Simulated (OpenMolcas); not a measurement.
**Fe⁴⁺ with 6 ligands (oxide): CASSCF levels and susceptibility**

Aim: the ligand-field states of Fe⁴⁺ in this surrounding, its lowest levels with spin-orbit coupling and its magnetic susceptibility.

Program: OpenMolcas 26.06. Level of theory: state-averaged CASSCF, spin-orbit coupling by RASSI with atomic mean-field integrals. These are calculated values, not measurements, unless marked.

1 further run of the same task is left out (it didn't finish).

## 1. What is computed

| Item | Value |
| --- | --- |
| Species | Fe⁴⁺ (iron, Z = 26, 22 electrons) |
| Basis | ANO-RCC-VTZP [6s5p3d2f1g], 143 functions with the ligands |
| Scalar Hamiltonian | DKH2, point nucleus |
| Inactive shells | 1s 2s 2p 3s 3p of the metal, and all ligand shells |
| Active space | 4 electrons in 5 orbitals (3d) |
| Some configurations of this space | 3d⁴ |
| Orbitals | optimised for each spin and parity, averaged over all roots |

The outer shells:

3d4
```
3d [↑ ][↑ ][↑ ][↑ ][  ]
```

Fe⁴⁺ is taken with 6 ligands (oxide) in tetragonal octahedron coordination (D4h) at 1.96 Å, the axial distance 1.980 Å. A charge of +1.33 e stands 2.4 Å behind each ligand. Ligand basis ANO-RCC-VDZP. The distances are assumed, not relaxed.

```xyz
7

Fe    0.0000    0.0000    0.0000
O     1.9600    0.0000    0.0000
O     0.0000    1.9600    0.0000
O    -1.9600    0.0000    0.0000
O     0.0000   -1.9600    0.0000
O     0.0000    0.0000    1.9796
O     0.0000    0.0000   -1.9796
```

The work runs as a chain of OpenMolcas steps in one folder; each step below is one input file. Labels, J, g values, rates, χT and fits are worked out afterwards by a script from the matrices that RASSI stores. The input lists half of the charges; inversion (Group=XYZ) makes the rest.

## 2. One- and two-electron integrals

The input, a.inp:

```
&GATEWAY
Coord
7

Fe 0.0 0.0 0.0
O 1.960000 0.000000 0.000000
O 0.000000 1.960000 0.000000
O -1.960000 0.000000 0.000000
O 0.000000 -1.960000 0.000000
O 0.000000 0.000000 1.979600
O 0.000000 0.000000 -1.979600
Basis=Fe.ANO-RCC-VTZP,O.ANO-RCC-VDZP
Group=XYZ
NoMove
AngMom=0.0 0.0 0.0
AMFI
RICD
XField
3 Angstrom 0
4.360000 0.000000 0.000000 1.333333
0.000000 4.360000 0.000000 1.333333
0.000000 0.000000 4.379600 1.333333
&SEWARD
```

Command:

```sh
> OMP_NUM_THREADS=1 MOLCAS_MEM=2457 MOLCAS_PROJECT=a pymolcas a.inp > a.log
```

## 3. CASSCF: quintets of even parity, 5 roots

The input, a.inp:

```
&RASSCF
FileOrb=start.orb
Symmetry=1
Spin=5
nActEl=4 0 0
Inactive=18 21
Ras2=5 0
CIRoot=5 5 1
SDav=5
CIMx=300
Iter=150 100
PrWF=0.3
OrbListing=Nothing
MaxOrb=0
LevShft=1.0
>>> COPY $Project.JobIph JOB001
```

start.orb holds start orbitals that the driver prepared beforehand, or those of the step before.

## 4. Reference wave functions, triplets of even parity, 45 roots

The input, a.inp:

```
&RASSCF
FileOrb=start.orb
Symmetry=1
Spin=3
nActEl=4 0 0
Inactive=18 21
Ras2=5 0
CIRoot=45 45 1
SDav=45
CIMx=300
Iter=150 100
PrWF=0.3
OrbListing=Nothing
MaxOrb=0
LevShft=1.0
>>> COPY $Project.JobIph JOB002
```

## 5. CASSCF: singlets of even parity, 50 roots

The input, a.inp:

```
&RASSCF
FileOrb=start.orb
Symmetry=1
Spin=1
nActEl=4 0 0
Inactive=18 21
Ras2=5 0
CIRoot=50 50 1
SDav=50
CIMx=300
Iter=150 100
PrWF=0.3
OrbListing=Nothing
MaxOrb=0
LevShft=1.0
>>> COPY $Project.JobIph JOB003
```

## 6. RASSI: spin-orbit coupling between the states

The input, a.inp:

```
&RASSI
NrOfJobIphs=3 5 45 50
1 2 3 4 5
1 2 3 4 5 6 7 8 9 10 11 12 13 14 15 16 17 18 19 20 21 22 23 24 25 26 27
28 29 30 31 32 33 34 35 36 37 38 39 40 41 42 43 44 45
1 2 3 4 5 6 7 8 9 10 11 12 13 14 15 16 17 18 19 20 21 22 23 24 25 26 27
28 29 30 31 32 33 34 35 36 37 38 39 40 41 42 43 44 45 46 47 48 49 50
IphNames
JOB001
JOB002
JOB003
EJob
SpinOrbit
DIPRint=1.0
SOCoupling=1000.0
Subsets=2
Property=9
'ANGMOM' 1 'ANGMOM' 2 'ANGMOM' 3 'MLTPL  1' 1 'MLTPL  1' 2 'MLTPL  1' 3
'AMFI' 1 'AMFI' 2 'AMFI' 3
SOProperty=3
'ANGMOM' 1 'ANGMOM' 2 'ANGMOM' 3
```

Before running it: what results should come out? Wanted: spin-free ground state; first state of the same spin within the active space; lowest level; next level.

As calculated:

| quantity | value |
| --- | --- |
| method | CASSCF |
| spin-free ground state | quintet, 1-fold in its orbital part |
| first state of the same spin within the active space | 5A1 at 19700 cm⁻¹ |
| lowest level | 2-fold E, g = 0.00, 0.00, 7.90 |
| next level | 12.0 cm⁻¹ |
| χT at 300 K | 2.97 cm³ K/mol |
| effective moment at 300 K | 4.88 μB |

What this shows: The spin-free ground state (quintet) is 1-fold and keeps the highest spin of the shell. χT at 300 K is 2.97, against 3.01 cm³ K/mol for the spin alone; near agreement at one temperature doesn't show that the orbital moment is quenched. An active space of the d shell alone favours high spin; real ions in strong fields can be low spin. With metal d orbitals alone active, the gaps between spin states are rough; where two lie within a few thousand cm-1, their order is open. The bonds are covalent and no ligand orbital is active, so the numbers are rough. Bare point charges leave oxide and sulfide ligands too diffuse, so the field comes out too small.
